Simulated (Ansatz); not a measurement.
# Sn4As: the cost of one run

Program: Ansatz 0.2.0. Level of theory: DFT PBE, scalar-relativistic, plane waves, PAW. These are calculated values, not measurements.

## (1) The system as given

The structure is tetragonal, space group P4/mmm (No. 123). The conventional cell has a = 4.438 Å, b = 4.438 Å, c = 8.186 Å, α = 90.00°, β = 90.00°, γ = 90.00°. Around Sn (site symmetry 2mm) lie 5 Sn at 2.68 to 3.14 Å and 2 As at 3.53 Å. As (site symmetry 4/mmm) has 8 Sn at 3.53 Å as nearest neighbours.

Structure file:

```
Sn As
1.0
     4.43763    0.00000    0.00000
     0.00000    4.43763    0.00000
     0.00000    0.00000    8.18635
Sn As
4 1
Direct
  0.00000 0.50000 0.83610
  0.50000 0.00000 0.16390
  0.00000 0.50000 0.16390
  0.50000 0.00000 0.83610
  0.50000 0.50000 0.50000
```

Recipe of the guess: random cell by space group and Wyckoff sites (P4/mmm, No. 123). Its size is a rough estimate.

## (2) Probe: one point on a coarse mesh

input.yaml

```yaml
crystal:
  lattice:
    - [4.43763084, 0.0, 0.0]
    - [0.0, 4.43763084, 0.0]
    - [0.0, 0.0, 8.18634584]
  atoms:
    - { symbol: Sn, position: [0.0, 0.5, 0.83609634] }
    - { symbol: Sn, position: [0.5, 0.0, 0.16390366] }
    - { symbol: Sn, position: [0.0, 0.5, 0.16390366] }
    - { symbol: Sn, position: [0.5, 0.0, 0.83609634] }
    - { symbol: As, position: [0.5, 0.5, 0.5] }
basis:
  ecutwfc: 420
kpoints:
  mp_grid: { grid: [4, 4, 2] }
hamiltonian:
  xc: pbe
scf:
  occupations: { method: gaussian, width: 0.1 }
  lower_state_search: "off"
output:
  forces: true
  stress: true
  eigenvalues: true
```

On the command line:

```sh
ansatz run input.yaml --threads 1 --pin off --max-ram 2560MiB --backend cpu --events-out ev --progress --plain --runs-dir out
```

**Question.** How long does this run take on 1 thread of Intel Xeon 6975P-C (Granite Rapids), shared host, and how much memory does it need?

About 3.4 s, with a peak of 0.47 GiB.
